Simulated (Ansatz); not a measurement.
# ScB (singlet): from Hartree-Fock to the top rungs at distance Sc1–B2 = 2.442 Å, def2-SVP

How much of the correlation energy of ScB (singlet) does each wave-function method recover here?

Computed with Ansatz 0.2.0, Gaussian basis. Level: def2-SVP, core rule «outside noble gas», up to 10 orbitals frozen.

The runs, in order: UHF; CCSD(T) on RHF; CCSD(T) on UHF; CISD; CCSDT(Q) on RHF; CCSDT(Q) on UHF; CASSCF and MRCISD+Q, 2 electrons in 2 orbitals; CASSCF and NEVPT2, 2 electrons in 2 orbitals; Full CI.

51 further runs of the same task are left out: 33 for a known fault of the program, 18 that didn't finish. Runs told in other sessions of the task aren't counted.

**1. The geometry**

The geometry derives from a PBE0/def2-TZVP stationary point (not a proven minimum). One bond is set to the value named and the two fragments are kept rigid.

2 atoms, charge 0, spin multiplicity 1.

Atoms are counted from 1 here; the program's logs count them from 0.

Bond lengths: Sc1–B2 2.442 Å.

**2. UHF**

Contents of in.yaml:

```yaml
crystal:
  periodic: [false, false, false]
  atoms:
    - {symbol: Sc, position_ang: [0.000000, 0.000000, 0.000000]}
    - {symbol: B, position_ang: [0.000000, 0.000000, 2.442000]}
basis:
  gaussian: {orbitals: def2-SVP}
magnetization: {spin_polarized: true, initial_magnetization: 0}
hamiltonian: {xc: hf}
output: {orbitals: {seedname: orbitals}}
```

Command:

```sh
> ansatz run in.yaml --threads 1 --pin off --events-out ev --progress --plain --max-ram 2393MiB
```

After this run come: CCSD(T) on RHF; CCSD(T) on UHF; CISD; CCSDT(Q) on RHF; CCSDT(Q) on UHF; CASSCF and MRCISD+Q, 2 electrons in 2 orbitals; CASSCF and NEVPT2, 2 electrons in 2 orbitals; Full CI.

Before running them: what should the planned runs give, taken together? Wanted: FCI from the RHF energy; RMP2 from FCI; RCCSD from FCI; RCCSD(T) from FCI; RCCSDT(Q) from FCI; T1 diagnostic; effectively unpaired electrons.

**Answer**, as computed:

| quantity | value |
| --- | --- |
| FCI from the RHF energy | -4.5341 eV |
| RMP2 from FCI | +1789.2 meV |
| RCCSD from FCI | +675.7 meV |
| RCCSD(T) from FCI | +81.3 meV |
| RCCSDT(Q) from FCI | -15.7 meV |
| levels within 1 kcal/mol (43 meV) | RCCSDT(Q) |
| T1 diagnostic | 0.134 |
| effectively unpaired electrons | 2.66 |

In words: RCCSD(T) lands +81.3 meV from the yardstick (1.8 % of the correlation energy). RCCSDT(Q) falls below full CI, which methods that aren't variational can do. The occupations show strong static correlation (2.7 unpaired electrons where one determinant has 0). Coupled cluster on one determinant still stays close here. Coupled cluster took another determinant than the lowest Hartree-Fock one. These misses are within one basis, not against nature.

The restricted and unrestricted ladders end 0.54 eV apart at CCSDT(Q), which points to two states or an unsound top rung; rows of one don't measure the error of the other.
